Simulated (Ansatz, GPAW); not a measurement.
## A script for LiTlTe2 (GLLB-SC)

These are simulated results from GPAW 26.7.0, not measurements. The cell was built from a prototype and was relaxed with r2SCAN in plane waves (Ansatz 0.2.0). It may be hypothetical. All runs are without spin polarisation.

Space group P-4m2 (No. 115), tetragonal; a = 4.598 Å, c = 6.473 Å in the conventional setting, 34.21 Å³ an atom. Li is surrounded by 4 Te at 2.74 Å; Te is surrounded by 2 Li at 2.74 Å and 2 Tl at 2.88 Å; Tl is surrounded by 4 Te at 2.88 Å.

GLLB-SC is a model potential. Its fundamental gap is the Kohn-Sham gap plus a derivative discontinuity, which the script evaluates at the band edges among the listed k points. Its total energy isn't variational and serves nothing here.

The script, run.py:

```python
import json
from ase import Atoms
from gpaw import GPAW, PW, FermiDirac

atoms = Atoms(['Li', 'Te', 'Tl', 'Te'],
              cell=[[4.598001, 0.0, -0.0], [-0.0, 4.598001, 0.0], [-0.0, 0.0, 6.47346]],
              scaled_positions=[[0.0, 0.0, -0.0], [-0.0, 0.5, 0.230916], [0.5, 0.5, 0.5], [0.5, 0.0, 0.769084]],
              pbc=True)
calc = GPAW(mode=PW(400), xc='GLLBSC', kpts={'size': (4, 4, 4), 'gamma': True},
            occupations=FermiDirac(0.02), maxiter=100, legacy_gpaw=True, txt='gpaw.txt')
atoms.calc = calc
res = {'energy': atoms.get_potential_energy(force_consistent=True)}
res['electrons'] = calc.get_number_of_electrons()
res['k'] = calc.get_ibz_k_points().tolist()
res['levels'] = [calc.get_eigenvalues(kpt=i).tolist() for i in range(len(res['k']))]
points = [[0.0, 0.0, 0.0], [0.0, 0.5, 0.0], [0.5, 0.5, 0.0], [0.0, 0.0, 0.5], [0.0, 0.5, 0.5], [0.5, 0.5, 0.5]]
bands = calc.fixed_density(kpts=points, symmetry='off', nbands=round(res['electrons']) // 2 + 6, convergence={'bands': -2}, txt='bands.txt')
res['points'] = [bands.get_eigenvalues(kpt=i).tolist() for i in range(len(points))]
homo, lumo = bands.get_homo_lumo()
potential = calc.hamiltonian.xc.response.calculate_discontinuity_potential(homo, lumo)
res['discontinuity'] = bands.hamiltonian.xc.response.calculate_discontinuity(potential)
json.dump(res, open('results.json', 'w'))
print('free energy (eV):', round(res['energy'], 5))
```

Command: `python run.py`. It took 28 s on 1 thread of Arm Neoverse V2, with other jobs on the host, peak memory 0.21 GiB.

The log gpaw.txt, trimmed of paths, versions and times, then the last line on the terminal. An iter line gives the energy in eV and the logarithms of the changes of orbitals (plane waves alone) and density (c: converged):

```
___ ___ ___ _ _ _
 |   |   |_  | | | |

 | | | | | . | | | |

 |__ |  _|___|_____|  26.7.0
 |___|_|

Input parameters:
  kpts: {gamma: True,
         size: (4, 4, 4)}
  maxiter: 100
  mode: {ecut: 400.0,
         name: pw}
  occupations: {fixmagmom: False,
                name: fermi-dirac,
                width: 0.02}
  xc: GLLBSC

System changes: positions, numbers, cell, pbc, initial_charges, initial_magmoms

Initialize ...

species:
  Li:
    name:    Lithium
    Z:       3.0
    valence: 1
    core:    2
    charge:  0.0  # [|e|]
    compensation charges:
      type: gauss
      rc: 0.33  # [Å]
      lmax: 2
    cutoffs:
      filter: 1.91  # [Å]
      core: 2.55  # [Å]
    projectors
    | kind |    occ | energy [eV] | rcut [Å] |

    |------|--------|-------------|----------|

    |   2s |  1.000 |      -4.279 |    1.058 |

    |   2p |  0.000 |      -2.495 |    1.058 |

    |    s |        |      22.932 |    1.058 |

    Using partial waves for Li as LCAO basis

  Te:
    name:    Tellurium
    Z:       52.0
    valence: 6
    core:    46
    charge:  0.0  # [|e|]
    compensation charges:
      type: gauss
      rc: 0.36  # [Å]
      lmax: 2
    cutoffs:
      filter: 2.09  # [Å]
      core: 3.17  # [Å]
    projectors
    | kind |    occ | energy [eV] | rcut [Å] |

    |------|--------|-------------|----------|

    |   5s |  2.000 |     -17.259 |    1.180 |

    |   5p |  4.000 |      -8.515 |    1.196 |

    |    s |        |       9.952 |    1.180 |

    |    p |        |      18.697 |    1.196 |

    |    d |        |       0.000 |    1.238 |

    Using partial waves for Te as LCAO basis

  Tl:
    name:    Thallium
    Z:       81.0
    valence: 13
    core:    68
    charge:  0.0  # [|e|]
    compensation charges:
      type: gauss
      rc: 0.38  # [Å]
      lmax: 2
    cutoffs:
      filter: 2.11  # [Å]
      core: 2.55  # [Å]
    projectors
    | kind |    occ | energy [eV] | rcut [Å] |

    |------|--------|-------------|----------|

    |   6s |  2.000 |      -9.910 |    1.212 |

    |   6p |  1.000 |      -2.880 |    1.270 |

    |   5d | 10.000 |     -16.502 |    1.191 |

    |    s |        |      17.302 |    1.212 |

    |    p |        |      24.332 |    1.270 |

    |    d |        |      10.709 |    1.191 |

    Using partial waves for Tl as LCAO basis

Reference energy: -919524.455261  # eV

Spin-paired calculation

Convergence criteria:
 Maximum [total energy] change in last 3 cyles: 0.0005 eV / valence electron
 Maximum integral of absolute [dens]ity change: 0.0001 electrons / valence electron
 Maximum integral of absolute [eigenst]ate change: 4e-08 eV^2 / valence electron
 Maximum number of scf [iter]ations: 100
 (Square brackets indicate name in SCF output, whereas a 'c' in
 the SCF output indicates the quantity has converged.)

Symmetries present (total): 8

  ( 1  0  0)  ( 1  0  0)  ( 0  1  0)  ( 0  1  0)  ( 0 -1  0)  ( 0 -1  0)
  ( 0  1  0)  ( 0 -1  0)  ( 1  0  0)  (-1  0  0)  ( 1  0  0)  (-1  0  0)
  ( 0  0  1)  ( 0  0  1)  ( 0  0 -1)  ( 0  0 -1)  ( 0  0 -1)  ( 0  0 -1)

  (-1  0  0)  (-1  0  0)
  ( 0  1  0)  ( 0 -1  0)
  ( 0  0  1)  ( 0  0  1)

64 k-points: 4 x 4 x 4 Monkhorst-Pack grid + [1/8,1/8,1/8]
18 k-points in the irreducible part of the Brillouin zone
       k-points in crystal coordinates                weights
   0:     0.00000000    0.00000000    0.00000000          1/64
   1:     0.00000000    0.00000000    0.25000000          2/64
   2:     0.00000000    0.00000000    0.50000000          1/64
   3:     0.25000000    0.00000000    0.00000000          4/64
   4:     0.25000000    0.00000000    0.25000000          8/64
   5:     0.25000000    0.00000000    0.50000000          4/64
   6:     0.25000000    0.25000000    0.00000000          4/64
   7:     0.25000000    0.25000000    0.25000000          8/64
   8:     0.25000000    0.25000000    0.50000000          4/64
   9:     0.50000000    0.00000000    0.00000000          2/64
          ...
  17:     0.50000000    0.50000000    0.50000000          1/64

Wave functions: Plane wave expansion
  Cutoff energy: 400.000 eV
  Number of coefficients (min, max): 2448, 2526
  Pulay-stress correction: 0.000000 eV/Ang^3 (de/decut=0.000000)
  Using FFTW library
  ScaLapack parameters: grid=1x1, blocksize=None
  Wavefunction extrapolation:
    Improved wavefunction reuse through dual PAW basis

Occupation numbers: Fermi-Dirac:
  width: 0.0200  # eV

Eigensolver
   Davidson(niter=2)

Densities:
  Coarse grid: 24*24*30 grid
  Fine grid: 48*48*60 grid
  Total Charge: 0.000000

Density mixing:
  Method: separate
  Backend: msr1
  Linear mixing parameter: 0.05
  old densities: 10
  Width of damping distribution: 1.1
  Damping of long wavelength oscillations: 20

Hamiltonian:
  XC and Coulomb potentials evaluated on a 48*48*60 grid
  Using the GLLBSC Exchange-Correlation functional
  External potential:
    NoExternalPotential

XC parameters: GLLBSC functional being used consists of
  -----------------------------------------------------------------------
  | Weight | Module     | Description                                   |

  -----------------------------------------------------------------------
  |  1.000 | SCREENING  | GGA_X_PBE_SOL with 2 nearest neighbor stencil |

  |  1.000 | RESPONSE   | eps=0.0500 eV                                 |

  |  1.000 | XC         | GGA_C_PBE_SOL with 2 nearest neighbor stencil |

  -----------------------------------------------------------------------

Memory estimate:
  Process memory now: 117.17 MiB
  Calculator: 36.75 MiB
    Density: 10.03 MiB
      Arrays: 3.43 MiB
      Localized functions: 3.97 MiB
      Mixer: 2.64 MiB
    Hamiltonian: 2.35 MiB
      Arrays: 2.24 MiB
      XC: 0.00 MiB
      Poisson: 0.00 MiB
      vbar: 0.11 MiB
    Wavefunctions: 24.37 MiB
      Arrays psit_nG: 13.88 MiB
      Eigensolver: 1.03 MiB
      Projections: 0.27 MiB
      Projectors: 7.84 MiB
      PW-descriptor: 1.35 MiB

Total number of cores used: 1

Number of atoms: 4
Number of atomic orbitals: 21
Number of bands in calculation: 20
Number of valence electrons: 26
Bands to converge: occupied

... initialized

Initializing position-dependent things.

Density initialized from atomic densities
Creating initial wave functions:
  20 bands from LCAO basis set

    .----------.
   /|          |

  / |          |

 *  |          |

 |  |          |

 |  |  Tel     |

 |  |          |

 |  |          |

 | Te----------.
 | /          /
 |/          /
 Li---------*
Positions:
   0 Li     0.000000    0.000000    0.000000    ( 0.0000,  0.0000,  0.0000)
   1 Te     0.000000    2.299001    1.494825    ( 0.0000,  0.0000,  0.0000)
   2 Tl     2.299001    2.299001    3.236730    ( 0.0000,  0.0000,  0.0000)
   3 Te     2.299001    0.000000    4.978635    ( 0.0000,  0.0000,  0.0000)

Unit cell:
           periodic     x           y           z      points  spacing
  1. axis:    yes    4.598001    0.000000   -0.000000    24     0.1916
  2. axis:    yes   -0.000000    4.598001    0.000000    24     0.1916
  3. axis:    yes   -0.000000    0.000000    6.473460    30     0.2158

  Lengths:   4.598001   4.598001   6.473460
  Angles:   90.000000  90.000000  90.000000

Effective grid spacing dv^(1/3) = 0.1993

iter:   1   -13.919592
iter:   2   -13.501123   -1.05  -1.05
iter:   3   -13.541327   -1.93  -1.09
iter:   4   -13.659354   -1.57  -1.21
iter:   5   -13.641066   -2.33  -1.58
iter:   6   -13.779372   -2.68  -1.60
iter:   7   -13.800115   -3.04  -1.91
iter:   8   -13.841300   -3.48  -1.95
iter:   9   -13.839450   -4.06  -2.17
iter:  10   -13.844208c  -3.75  -2.25
iter:  11   -13.833083c  -5.04  -2.94
iter:  12   -13.829626   -4.19  -2.86
iter:  13   -13.823765c  -5.48  -2.90
iter:  14   -13.820956c  -6.70  -3.55
iter:  15   -13.821793c  -6.76  -3.60
iter:  16   -13.821320c  -7.84c -4.10c

Converged after 16 iterations.

Energy contributions relative to reference atoms: (reference = -919524.455261)

Kinetic:        +40.023470
Potential:      -35.603201
External:        +0.000000
XC:             -16.868661
Entropy (-ST):   -0.000004
Local:           -1.372925
SIC:             +0.000000
--------------------------
Free energy:    -13.821322
Extrapolated:   -13.821320

GLLBSC response reference energy: 1.74423 eV (from HOMO)

Showing only first 2 kpts
 Kpt  Band  Eigenvalues  Occupancy
  0    11      1.74398    1.99964
  0    12      1.74398    1.99964
  0    13      2.07625    0.00068
  0    14      4.68041    0.00000

  1    11      1.45260    2.00000
  1    12      1.45260    2.00000
  1    13      2.82729    0.00000
  1    14      4.79841    0.00000

Fermi level: 1.91653

Gap: 0.332 eV
Transition (v -> c):
  (s=0, k=0, n=12, [0.00, 0.00, 0.00]) -> (s=0, k=0, n=13, [0.00, 0.00, 0.00])
No difference between direct/indirect transitions

free energy (eV): -13.82132
```

The gap in the log is over the mesh alone; results.json adds the listed points. GLLB-SC gives a gap of 0.51 eV (0.332 eV Kohn-Sham over the listed points plus 0.174 eV discontinuity). On the same cell, plane-wave PBE (Ansatz, 6×6×4 k points and the special points) gives a gap of 0.17 eV and r2SCAN a gap of 0.40 eV; on shared hosts these took about 12 and 28 core-seconds on the 4-atom cell, against 28 for the script. Spin-orbit coupling, left out in all these runs, can cut or reorder the gap by tenths of an eV, up to about 1 eV with Pb or Bi.

Spin-orbit coupling is left out; in compounds of Pb, Bi, Tl or Hg it can lower a gap by up to about 1 eV, split its edges or invert the bands.
